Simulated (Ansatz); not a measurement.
## NbTe in Ansatz: the effect of functional

NbTe:

```xyz
2
Lattice="3.7756 0.0000 0.0000 -1.8878 3.2698 0.0000 0.0000 0.0000 3.7667" Properties=species:S:1:pos:R:3 pbc="T T T"
Te    1.8878    1.0899    0.0000
Nb    0.0000    0.0000    1.8833
```

The cell comes from a database or a generator and needn't be the stable form of this composition.

The cell isn't the ideal one: volume scaled by 1.06.

Alike in all runs:

- Program: Ansatz 0.2.0
- Task: single point
- Potentials or basis: Ansatz PAW
- k mesh: 8 × 8 × 7
- Occupations: fermi-dirac, width 0.05 eV
- Spin: no spin polarisation

```tsv
functional	cutoff	pressure (GPa)
LDA	420 eV (not typed: the program's choice for these potentials)	-12.8
PBEsol	420 eV (not typed: the program's choice for these potentials)	?
r2SCAN	500 eV (not typed: the program's choice for these potentials)	-7.6
```

**Question.** What does the run with functional PBEsol give?

**Answer.** Pressure -10.8 GPa.

Caveats: the PAW data sets come from PBE, with cores solved anew for the run's functional, which leaves a small shift of forces and pressure.
